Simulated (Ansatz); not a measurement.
**BH2O (SMILES B[O]) at UPBE0/def2-TZVPPD**

Aim: the electronic atomisation energy of BH2O at UPBE0/def2-TZVPPD, from 4 runs. 

The results are computed with Ansatz 0.2.0.

30 further runs of the same task are left out: 30 set aside as unsound or not needed.

### Step 1. Starting point

The species is BH2O (4 atoms), meant as a doublet with charge 0. SMILES: `B[O]`. The shape is that of a PBE0-D4/def2-TZVP optimisation.

Bond lengths: B1–O2 1.281 Å, B1–H3 1.211 Å, B1–H4 1.211 Å. Angles: O2–B1–H3 119.9°, O2–B1–H4 119.9°, H3–B1–H4 120.2°.

### Step 2. The energy at UPBE0/def2-TZVPPD

The input, in.yaml:

```yaml
crystal:
  periodic: [false, false, false]
  atoms:
    - {symbol: B, position_ang: [-0.001100, -0.010300, -0.015100]}
    - {symbol: O, position_ang: [1.025300, -0.340800, 0.676900]}
    - {symbol: H, position_ang: [-1.052600, -0.587700, 0.151600]}
    - {symbol: H, position_ang: [0.083900, 0.878500, -0.833600]}
basis:
  gaussian:
    orbitals: def2-TZVPPD.json
hamiltonian:
  xc: pbe0
output: {orbitals: {seedname: orbitals}}
accuracy: high
magnetization:
  spin_polarized: true
  initial_magnetization: 1
```

The basis set def2-TZVPPD is read from a file made from the Basis Set Exchange's data (not shown).

Run with:

```sh
$ ansatz run in.yaml --threads 1 --pin off --max-ram 3480MiB --events-out events.jsonl --progress --plain --runs-dir runs
```

The log of the run:

```text
Warning: RAYON_NUM_THREADS=1 ignored (pool sized by the plan → 1); use --threads N
Functional definition: PBE0
  name "PBE0"
  parameter a = 0.25
  parameter kappa = 0.804
  parameter beta = 0.06672455060314922
  exchange = (1 - a)*pbe_x(kappa = kappa, mu = beta*pi^2/3) + a*exact_x
  correlation = pbe_c(beta = beta)
1707 factors; integrals over basis functions are off by at most 3.6e-9 eV
mean field evaluation 1: about -2749.1088 eV, gradient 3.1e1 eV
mean field evaluation 2: about -2736.6073 eV, gradient 6.3e1 eV
mean field evaluation 4: about -2752.7514 eV, gradient 2.8e0 eV
mean field evaluation 8: about -2752.7963 eV, gradient 3.1e-2 eV
mean field evaluation 16: about -2752.7963 eV, gradient 4.5e-6 eV
mean field -2752.79633584 eV, -101.1633994299 hartree, gradient 3.5e-8 eV, S^2 0.758932; 0 other end points of the search recorded, 0 dependent functions left out
reference -2752.79633887 eV, -101.1633995410 hartree; 8, 7 occupied and 103, 104 virtual orbitals, 1707 factors
Total energy: -2752.79633887 eV, -101.1633995410 hartree
```

Wall time 4.8 s (1 thread of Arm Neoverse V2, shared host); peak memory 0.29 GiB.

### Step 3. The B atom

The input, molecule.yaml:

```yaml
crystal:
  periodic: [false, false, false]
  atoms:
    - symbol: B
      position_ang: [0.000000, 0.000000, 0.000000]
basis:
  gaussian:
    orbitals: def2-TZVPPD.json
magnetization:
  spin_polarized: true
  initial_magnetization: 1
hamiltonian:
  xc: {name: PBE0}
accuracy: high
```

The basis set def2-TZVPPD is read from a file made from the Basis Set Exchange's data (not shown).

Run the same way, it converges to -24.61833 Eh (log not shown).

### Step 4. The H atom

The input, input.yaml:

```yaml
crystal:
  periodic: [false, false, false]
  atoms:
    - {symbol: H, position_ang: [0.000000, 0.000000, 0.000000]}
basis:
  gaussian:
    orbitals: def2-TZVPPD.json
magnetization:
  spin_polarized: true
  initial_magnetization: 1
accuracy: high
hamiltonian:
  xc: pbe0
```

The basis set def2-TZVPPD is read from a file made from the Basis Set Exchange's data (not shown).

Run the same way, it converges to -0.50104 Eh (log not shown).

### Step 5. The O atom

The input, job.yaml:

```yaml
crystal:
  periodic: [false, false, false]
  atoms:
    - {symbol: O, position_ang: [0.000000, 0.000000, 0.000000]}
basis:
  gaussian: {orbitals: def2-TZVPPD.json}
hamiltonian: {xc: pbe0}
accuracy: high
magnetization: {spin_polarized: true, initial_magnetization: 2}
```

The basis set def2-TZVPPD is read from a file made from the Basis Set Exchange's data (not shown).

Run the same way, it converges to -75.01925 Eh (log not shown).

### Step 6. Summary of results

At UPBE0/def2-TZVPPD:

```
                                    quantity          value
                      molecule: total energy  -101.16340 Eh
molecule: HOMO energy (highest over α and β)       -9.31 eV
 molecule: LUMO energy (lowest over α and β)       -4.49 eV
                              molecule: ⟨S²⟩          0.759
                        B atom: total energy   -24.61833 Eh
                                B atom: ⟨S²⟩          0.754
                        H atom: total energy    -0.50104 Eh
                                H atom: ⟨S²⟩          0.750
                        O atom: total energy   -75.01925 Eh
                                O atom: ⟨S²⟩          2.004
               electronic atomisation energy      14.252 eV
```

Taking the molecule apart into free atoms costs 14.25 eV (1375 kJ/mol), before zero-point energy and without spin-orbit coupling.
